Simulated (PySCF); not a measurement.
# CHBF₂S: spin-spin couplings and electronic excitations at several levels of theory, part 2 of 2

PySCF 2.14.0. Atoms count from 0. The steps go on from the part before.

### Step 9. TDDFT and polarisability: PBE0/def2-SVPD

The job: settings as JSON, then the geometry in Å.

```
{"job": {"kind": "uv", "xc": "PBE0", "basis": "def2-SVPD", "ip": true}, "charge": 0, "multiplicity": 1}
F      1.288336     1.275834     0.136856
B      0.778484     0.068738     0.153482
F      1.582749    -0.940648     0.421481
C     -0.745959    -0.191608    -0.138227
S     -1.767025     0.985695    -0.571676
H     -1.113229    -1.227544    -0.046635
```

With the program's defaults for keys left out, this is: TDDFT PBE0/def2-SVPD, vertical, gas phase, core orbitals frozen in the response.

The log of the run:

```text
coarse grid: 6592 points
cycle   1  E = -660.6846280219  dE =  5.413e-01  |g| = 5.510e-01  |ddm| = 3.382e+00
cycle   2  E = -660.6087945305  dE =  7.583e-02  |g| = 8.609e-01  |ddm| = 1.178e+00
cycle   3  E = -660.7378730030  dE = -1.291e-01  |g| = 1.003e-01  |ddm| = 6.783e-01
cycle   4  E = -660.7401117796  dE = -2.239e-03  |g| = 4.691e-02  |ddm| = 1.440e-01
cycle   5  E = -660.7407420531  dE = -6.303e-04  |g| = 7.967e-03  |ddm| = 5.843e-02
cycle   6  E = -660.7407603045  dE = -1.825e-05  |g| = 1.166e-03  |ddm| = 1.264e-02
cycle   7  E = -660.7407606689  dE = -3.643e-07  |g| = 2.186e-04  |ddm| = 1.811e-03
final grid: 62744 points
cycle   8  E = -660.8095095219  dE = -2.787e-05  |g| = 7.295e-03  |ddm| = 4.160e-02
cycle   9  E = -660.8094560779  dE =  5.344e-05  |g| = 1.520e-02  |ddm| = 2.264e-02
cycle  10  E = -660.8095245208  dE = -6.844e-05  |g| = 6.287e-04  |ddm| = 1.615e-02
cycle  11  E = -660.8095246091  dE = -8.834e-08  |g| = 2.531e-04  |ddm| = 8.177e-04
cycle  12  E = -660.8095246187  dE = -9.584e-09  |g| = 5.108e-05  |ddm| = 2.083e-04
cycle  13  E = -660.8095246194  dE = -7.265e-10  |g| = 7.915e-06  |ddm| = 7.824e-05
converged SCF energy = -660.8095246194

Static polarisability (au): isotropic 45.760, principal 32.886 42.508 61.885

Singlet excitations
state   eV       nm        f      main configurations
  1   1.5663    791.6   0.00000   H->L 1.00
  2   5.8271    212.8   0.00231   H-2->L 0.98
  3   5.8765    211.0   0.22074   H-1->L 0.92
  4   6.1402    201.9   0.02447   H->L+1 0.94
  5   6.5607    189.0   0.00223   H->L+2 0.96
  6   6.7123    184.7   0.00205   H-3->L 0.93
  7   6.8868    180.0   0.05071   H->L+3 0.93
  8   7.2093    172.0   0.05201   H->L+4 0.92
  9   7.5655    163.9   0.00019   H-4->L 0.92
 10   7.7070    160.9   0.00089   H->L+6 0.54, H->L+5 0.42

Triplet excitations (Tamm-Dancoff, eV): 0.9373 2.9555 4.8913 5.9284
Vertical ionisation energy (delta-SCF) = 9.4868 eV
Vertical electron affinity (delta-SCF) = 1.5841 eV
```

It took 19 s on 1 thread of Arm Neoverse V1, shared host; peak memory 0.54 GiB.

In short: HOMO -7.08 eV, LUMO -3.72 eV; lowest singlet 1.57 eV.

### Step 10. Excited states and response: BHandHLYP/def2-SVPD

Same as in step 9 but for these lines:

```diff
@@ -1,2 +1,2 @@
-{"job": {"kind": "uv", "xc": "PBE0", "basis": "def2-SVPD", "ip": true}, "charge": 0, "multiplicity": 1}
+{"job": {"kind": "uv", "xc": "BHandHLYP", "basis": "def2-SVPD", "ip": true}, "charge": 0, "multiplicity": 1}
 F      1.288336     1.275834     0.136856
```

With the program's defaults for keys left out, this is: TDDFT BHandHLYP/def2-SVPD, vertical, gas phase, core orbitals frozen in the response.

The log of the run:

```text
coarse grid: 6592 points
cycle   1  E = -660.9835158250  dE =  5.962e-01  |g| = 6.216e-01  |ddm| = 3.233e+00
cycle   2  E = -660.9477550342  dE =  3.576e-02  |g| = 7.749e-01  |ddm| = 1.206e+00
cycle   3  E = -661.0640155640  dE = -1.163e-01  |g| = 7.145e-02  |ddm| = 6.662e-01
cycle   4  E = -661.0649997160  dE = -9.842e-04  |g| = 4.644e-02  |ddm| = 1.213e-01
cycle   5  E = -661.0655592986  dE = -5.596e-04  |g| = 5.593e-03  |ddm| = 5.525e-02
cycle   6  E = -661.0655683017  dE = -9.003e-06  |g| = 1.364e-03  |ddm| = 8.949e-03
final grid: 62744 points
cycle   7  E = -661.1101864827  dE = -1.793e-05  |g| = 2.155e-03  |ddm| = 2.775e-02
cycle   8  E = -661.1101857227  dE =  7.600e-07  |g| = 2.791e-03  |ddm| = 5.121e-03
cycle   9  E = -661.1101878097  dE = -2.087e-06  |g| = 2.321e-04  |ddm| = 3.055e-03
cycle  10  E = -661.1101878273  dE = -1.759e-08  |g| = 1.727e-04  |ddm| = 4.655e-04
cycle  11  E = -661.1101878338  dE = -6.457e-09  |g| = 4.932e-05  |ddm| = 1.946e-04
cycle  12  E = -661.1101878345  dE = -7.061e-10  |g| = 1.620e-05  |ddm| = 8.034e-05
converged SCF energy = -661.1101878345

Static polarisability (au): isotropic 44.759, principal 32.430 40.995 60.853

Singlet excitations
state   eV       nm        f      main configurations
  1   1.6763    739.6   0.00000   H->L 0.99
  2   5.8155    213.2   0.24541   H-1->L 0.95
  3   6.0470    205.0   0.00260   H-2->L 0.97
  4   6.4869    191.1   0.02154   H->L+1 0.86
  5   7.0716    175.3   0.04424   H->L+2 0.90
  6   7.2992    169.9   0.00129   H->L+4 0.52, H-3->L 0.34, H->L+6 0.09
  7   7.3865    167.9   0.00109   H-3->L 0.57, H->L+4 0.36
  8   7.6333    162.4   0.05072   H->L+3 0.85
  9   8.0803    153.4   0.00129   H->L+6 0.84
 10   8.2430    150.4   0.04634   H->L+5 0.70, H->L+1 0.09

Triplet excitations (Tamm-Dancoff, eV): 1.0646 2.7752 5.0992 6.2491
Vertical ionisation energy (delta-SCF) = 9.4286 eV
Vertical electron affinity (delta-SCF) = 1.5010 eV
```

Wall time 20 s (1 thread of Arm Neoverse V1, shared host); peak memory 0.53 GiB.

This run: HOMO -8.23 eV, LUMO -2.67 eV; lowest singlet 1.68 eV.

### Step 11. TDDFT and polarisability: CAM-B3LYP/def2-SVPD

Same as in step 10 but for these lines:

```diff
@@ -1,2 +1,2 @@
-{"job": {"kind": "uv", "xc": "BHandHLYP", "basis": "def2-SVPD", "ip": true}, "charge": 0, "multiplicity": 1}
+{"job": {"kind": "uv", "xc": "CAM-B3LYP", "basis": "def2-SVPD", "ip": true}, "charge": 0, "multiplicity": 1}
 F      1.288336     1.275834     0.136856
```

Level: TDDFT CAM-B3LYP/def2-SVPD, vertical, gas phase, core orbitals frozen in the response.

The log of the run:

```text
coarse grid: 6592 points
cycle   1  E = -660.9900325748  dE =  5.935e-01  |g| = 6.492e-01  |ddm| = 3.221e+00
cycle   2  E = -660.9261491690  dE =  6.388e-02  |g| = 9.116e-01  |ddm| = 1.319e+00
cycle   3  E = -661.0795759691  dE = -1.534e-01  |g| = 5.845e-02  |ddm| = 7.031e-01
cycle   4  E = -661.0800767269  dE = -5.008e-04  |g| = 4.322e-02  |ddm| = 1.042e-01
cycle   5  E = -661.0805463064  dE = -4.696e-04  |g| = 7.951e-03  |ddm| = 5.101e-02
cycle   6  E = -661.0805649044  dE = -1.860e-05  |g| = 1.909e-03  |ddm| = 1.152e-02
cycle   7  E = -661.0805662037  dE = -1.299e-06  |g| = 7.265e-04  |ddm| = 3.943e-03
final grid: 62744 points
cycle   8  E = -661.1502280456  dE = -3.384e-05  |g| = 2.524e-03  |ddm| = 3.264e-02
cycle   9  E = -661.1502274894  dE =  5.562e-07  |g| = 2.920e-03  |ddm| = 5.785e-03
cycle  10  E = -661.1502296393  dE = -2.150e-06  |g| = 4.443e-04  |ddm| = 3.159e-03
cycle  11  E = -661.1502296942  dE = -5.486e-08  |g| = 1.972e-04  |ddm| = 7.506e-04
cycle  12  E = -661.1502297032  dE = -8.987e-09  |g| = 5.812e-05  |ddm| = 2.427e-04
cycle  13  E = -661.1502297039  dE = -6.869e-10  |g| = 1.747e-05  |ddm| = 6.320e-05
converged SCF energy = -661.1502297039

Static polarisability (au): isotropic 45.793, principal 33.022 42.401 61.955

Singlet excitations
state   eV       nm        f      main configurations
  1   1.5821    783.7   0.00000   H->L 0.99
  2   5.8294    212.7   0.23589   H-1->L 0.95
  3   5.8999    210.1   0.00317   H-2->L 0.97
  4   6.2773    197.5   0.02352   H->L+1 0.84
  5   6.8437    181.2   0.03355   H->L+2 0.73
  6   6.9022    179.6   0.01071   H-3->L 0.46, H->L+4 0.26, H->L+2 0.16
  7   7.0496    175.9   0.00165   H->L+4 0.51, H-3->L 0.37
  8   7.4116    167.3   0.04965   H->L+3 0.77
  9   7.7810    159.3   0.00091   H->L+6 0.84
 10   8.0692    153.7   0.04461   H->L+5 0.68, H->L+1 0.10

Triplet excitations (Tamm-Dancoff, eV): 0.9949 2.9239 5.0089 6.0703
Vertical ionisation energy (delta-SCF) = 9.5494 eV
Vertical electron affinity (delta-SCF) = 1.5849 eV
```

It took 23 s on 1 thread of Arm Neoverse V1, shared host; peak memory 0.55 GiB.

This run: HOMO -8.43 eV, LUMO -2.53 eV; lowest singlet 1.58 eV.

### Step 12. Side by side: electronic excitations

Excitations and ground-state properties, with basis size and wall time:

```tsv
run	lowest singlet (eV)	brightest (eV)	f	gap (eV)	α (Å³)	μ (D)	functions	time
HF/def2-SVPD	1.89	5.70	0.274	9.92	6.49	1.40	121	5.5 s
LDA/def2-SVPD	1.38	5.84	0.216	1.09	7.07	1.15	121	17 s
PBE/def2-SVPD	1.46	5.82	0.212	1.20	7.07	1.12	121	25 s
B3LYP/def2-SVPD	1.56	5.79	0.151	2.95	6.87	1.18	121	20 s
PBE0/def2-SVPD	1.57	5.88	0.221	3.36	6.78	1.21	121	19 s
BHandHLYP/def2-SVPD	1.68	5.82	0.245	5.56	6.63	1.27	121	20 s
CAM-B3LYP/def2-SVPD	1.58	5.83	0.236	5.90	6.79	1.21	121	23 s
```

### Step 13. What came out

This closing draws on all 2 parts.

```
                                quantity                                             value
           lowest singlet (HF/def2-SVPD)                       1.89 eV (656 nm), f = 0.000
brightest single state of those computed                       state 2, 5.70 eV, f = 0.274
                          lowest triplet                                           1.20 eV
             range of the lowest singlet                                   1.38 to 1.89 eV
           property runs in this session  10, of which 0 failed and 3 gave unsound results
```

In words: Single values in the summary come from the first sound run of each kind (HF/def2-SVPD), which need not be the best level. The first singlet state (HOMO→LUMO 0.96) lies at 1.89 eV and is dark; of the 10 states computed, the strongest absorption comes from state 2 at 5.70 eV. The lowest triplet lies 0.69 eV below the lowest singlet (triplets in Tamm-Dancoff, singlets in full TDDFT). The lowest singlet runs from 1.38 eV (LDA/def2-SVPD) to 1.89 eV (HF/def2-SVPD), while the orbital gap spans 1.09 to 9.92 eV: the excitation energy moves far less from run to run than the orbital gap does. The lowest state need not be the same one in every run.
